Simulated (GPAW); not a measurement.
Crystal: CoW3.

```
W Co
1.0
     3.90735    0.00000    0.00000
     0.00000    3.90735    0.00000
     0.00000    0.00000    3.90735
W Co
3 1
Cartesian
  1.9537 1.9537 0.0000
  1.9537 0.0000 1.9537
  0.0000 1.9537 1.9537
  0.0000 0.0000 0.0000
```

The cell comes from a database or a generator and needn't be the stable form of this composition.

* Program: GPAW 26.7.0
* Task: relaxation of cell and atoms
* Functional: PBEsol
* Potentials or basis: PAW data sets generated in the run's folder for this functional
* Cutoff: 600 eV
* Basis: pw
* k mesh: 5 × 5 × 5
* Occupations: fermi-dirac, width 0.05 eV
* Spin: collinear spin, ferromagnetic start
* Starting moments: [0.0, 0.0, 0.0, 2.0] μB

At the start: pressure -10.1 GPa; volume 14.91 Å³/atom.

**Question.** Where does the relaxation end?

**Answer.** Over 4 steps the energy falls by 16.7 meV/atom and the volume is 14.36 Å³/atom (-3.7 %); space group Pm-3m (No. 221, to 0.05 Å); moment 0.93 μB per cell.

Step by step:
```csv
step,energy change (eV),largest force (eV/Å),pressure (GPa),volume (Å³)
1,0.0000,0.0000,-10.14,59.66
2,-0.0316,0.0000,-7.61,59.05
3,-0.0665,0.0000,0.45,57.36
4,-0.0668,0.0000,-0.02,57.45
```

Final structure:
```
W Co
1.0
     3.85856    0.00000    0.00000
     0.00000    3.85856    0.00000
     0.00000    0.00000    3.85856
W Co
3 1
Direct
  0.50000 0.50000 0.00000
  0.50000 0.00000 0.50000
  0.00000 0.50000 0.50000
  0.00000 0.00000 0.00000
```

Caveat: each step starts from the last one's moments, so a moment once lost doesn't come back; later steps reuse the first step's grids.
